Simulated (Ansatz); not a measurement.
**BeBH (triplet): the correlation ladder at distance B1–Be2 = 4.044 Å, cc-pVDZ**

Aim: climb from Hartree-Fock through coupled cluster and multireference methods for BeBH (triplet) at one geometry and basis, and see what each rung misses.

Method: cc-pVDZ, core rule «outside noble gas», up to 2 orbitals frozen; program: Ansatz 0.2.0, Gaussian basis.

The runs, in order: UHF; CCSD(T) on ROHF; CCSD(T) on UHF; BCCD(T) on ROHF; CISD; CCSDT(Q) on ROHF; CCSDT(Q) on UHF; CASSCF and MRCISD+Q, 4 electrons in 4 orbitals; CASSCF and NEVPT2, 4 electrons in 4 orbitals; CASSCF and MRCISD+Q, 6 electrons in 9 orbitals; CASSCF and NEVPT2, 6 electrons in 9 orbitals; Full CI.

23 further runs of the same task are left out: 10 for a known fault of the program, 11 that didn't finish, 2 set aside as unsound or not needed.

### Step 1. The geometry

The geometry derives from a PBE0/def2-TZVP stationary point (not a proven minimum). One bond is set to the value named and the two fragments are kept rigid.

3 atoms, charge 0, spin multiplicity 3.

Atoms are counted from 1 here; the program's logs count them from 0.

Bond lengths: B1–H3 1.189 Å.

### Step 2. UHF

Contents of in.yaml:

```yaml
crystal:
  periodic: [false, false, false]
  atoms:
    - {symbol: B, position_ang: [0.000000, 0.000000, 0.951535]}
    - {symbol: Be, position_ang: [0.000000, 0.000000, -3.092465]}
    - {symbol: H, position_ang: [0.000000, 0.000000, 2.140930]}
basis:
  gaussian: {orbitals: cc-pVDZ}
magnetization: {spin_polarized: true, initial_magnetization: 2}
hamiltonian: {xc: hf}
output: {orbitals: {seedname: orbitals}}
```

Run with:

```bash
> ansatz run in.yaml --threads 1 --pin off --events-out ev --progress --plain --max-ram 2393MiB
```

The runs that follow: CCSD(T) on ROHF; CCSD(T) on UHF; BCCD(T) on ROHF; CISD; CCSDT(Q) on ROHF; CCSDT(Q) on UHF; CASSCF and MRCISD+Q, 4 electrons in 4 orbitals; CASSCF and NEVPT2, 4 electrons in 4 orbitals; CASSCF and MRCISD+Q, 6 electrons in 9 orbitals; CASSCF and NEVPT2, 6 electrons in 9 orbitals; Full CI.

**Question.** What will the summary of the whole plan be? Wanted: FCI below the RHF energy; RMP2 from FCI; UMP2 from FCI; RCCSD from FCI; RCCSD(T) from FCI; UCCSD(T) from FCI; RCCSDT(Q) from FCI; UCCSDT(Q) from FCI; NEVPT2 pair from FCI.

As calculated:

| quantity | value |
| --- | --- |
| FCI below the RHF energy | -2.7777 eV |
| RMP2 from FCI | +21.80 kcal/mol |
| UMP2 from FCI | +23.92 kcal/mol |
| RCCSD from FCI | +0.83 kcal/mol |
| RCCSD(T) from FCI | +0.25 kcal/mol |
| UCCSD(T) from FCI | +0.24 kcal/mol |
| RCCSDT(Q) from FCI | 0.00 kcal/mol |
| UCCSDT(Q) from FCI | 0.00 kcal/mol |
| NEVPT2 pair from FCI | +20.81 kcal/mol |
| NEVPT2 valence from FCI | +8.18 kcal/mol |
| MRCISD+Q valence from FCI | +0.68 kcal/mol |
| levels within 1 kcal/mol (43 meV) | RCCSD, UCCSD, RCCSD(T), UCCSD(T), BCCD(T), RCCSDT, UCCSDT, RCCSDT(Q), UCCSDT(Q), MRCISD+Q valence |
| T1 diagnostic | 0.020 |
| effectively unpaired electrons | 2.16 |

**Reading.** RCCSD(T) lands +0.25 kcal/mol from the yardstick (0.4 % of the correlation energy). One determinant dominates. Of the multireference levels listed MRCISD+Q valence comes nearest in total energy (+0.68 kcal/mol), which doesn't show that its space is the better one. These misses are within one basis, not against nature; the frozen cores of restricted and unrestricted runs differ, which can shift their rows.
